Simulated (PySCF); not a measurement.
**CoOF₂: relaxation and vibrations of the sextet**

Where does sextet CoOF₂ go from a trigonal pyramidal start, is the end point a minimum, and what are its modes, charges and moments?

Program: PySCF 2.14.0. Level of theory: PBE0, basis Co def2-TZVP, O def2-TZVP, F def2-TZVP, no relativity, density fitting. These are calculated values, not measurements.

**1. The system as given**

4 atoms, charge 0, spin multiplicity 6.

Bond lengths: Co1–O2 1.600 Å, Co1–F3 1.750 Å, Co1–F4 1.750 Å. Angles: O2–Co1–F3 99.8°, O2–Co1–F4 99.7°, F3–Co1–F4 99.8°.

Z-matrix (Å, degrees; charge 0 multiplicity 6):
```
Co
O  1 1.6000
F  1 1.7500 2 99.75
F  1 1.7500 2 99.75 3 -101.77
```

**2. The SCF at the typed geometry**

The steps below are one call of a driver around PySCF. For each, scf.py gives the equivalent set-up of the SCF; relaxations use the driver's own optimiser. After this first run the driver tries any further starts and a stability analysis.

scf.py

```python
from pyscf import gto, scf, dft
mol = gto.M(atom='''
Co    -0.000000    -0.387500    -0.000000
O      1.511770     0.136480     0.000050
F     -0.636430     0.543570    -1.338180
F     -0.636350     0.543560     1.338140''',
    basis={'Co': 'def2-TZVP', 'O': 'def2-TZVP', 'F': 'def2-TZVP'},
    charge=0, spin=5)
mf = dft.UKS(mol, xc='PBE0')
mf.grids.atom_grid = (50, 194)
aux = {'Co': 'def2-universal-JKFIT', 'O': 'def2-universal-JKFIT', 'F': 'def2-universal-JKFIT'}
mf = mf.density_fit(auxbasis=aux)
mf.conv_tol = 1e-08
mf.diis_space = 10
mf.max_cycle = 60
mf.init_guess = 'minao'
mf.verbose = 4
mf.kernel()
```

On the command line:

```sh
OMP_NUM_THREADS=4 python axn.py task.json out
```

Further steps of the session: Relaxing the sextet from the trigonal pyramidal start; Frequencies.

**Question.** What will these runs give? Wanted: minimum; geometry; wavenumbers; dipole moment; highest occupied, lowest empty level; polar-tensor charge of Co1; zero-point energy; atomisation energy; ⟨S²⟩.

As calculated:

```
                                          quantity                                                               value
                                           minimum                                                         sextet, C2v
                                          geometry  Co–F 1.733 Å (×2), Co–O 1.739 Å; F–Co–F 131.5°, F–Co–O 114.2° (×2)
                                wavenumbers (cm⁻¹)          120 (b1), 173 (a1), 195 (b2), 622 (a1), 664 (a1), 739 (b2)
                                     dipole moment                                                              0.00 D
highest occupied, lowest empty level (either spin)                                                     -9.56, -5.68 eV
                        polar-tensor charge of Co1                                                             +1.60 e
                                 zero-point energy                                                         15.0 kJ/mol
                               entropy at 298.15 K                                                     319.5 J/(mol K)
         atomisation energy (no zero-point energy)                                                         1071 kJ/mol
                                              ⟨S²⟩                                                               8.768
```

In words: From Cs at the start the molecule goes to a C2v minimum. The strongest infrared band lies at 739 cm⁻¹ (b2, stretch). The dipole vanishes although Co1 carries +1.6 e by the polar tensor: the bond dipoles cancel. Most of the spin sits on Co1 (Mulliken spin 3.10, against 5 for the whole molecule). Only this shape and spin were tried, so other structures or states may lie lower. One determinant may miss the lowest occupation of an open d or f shell.
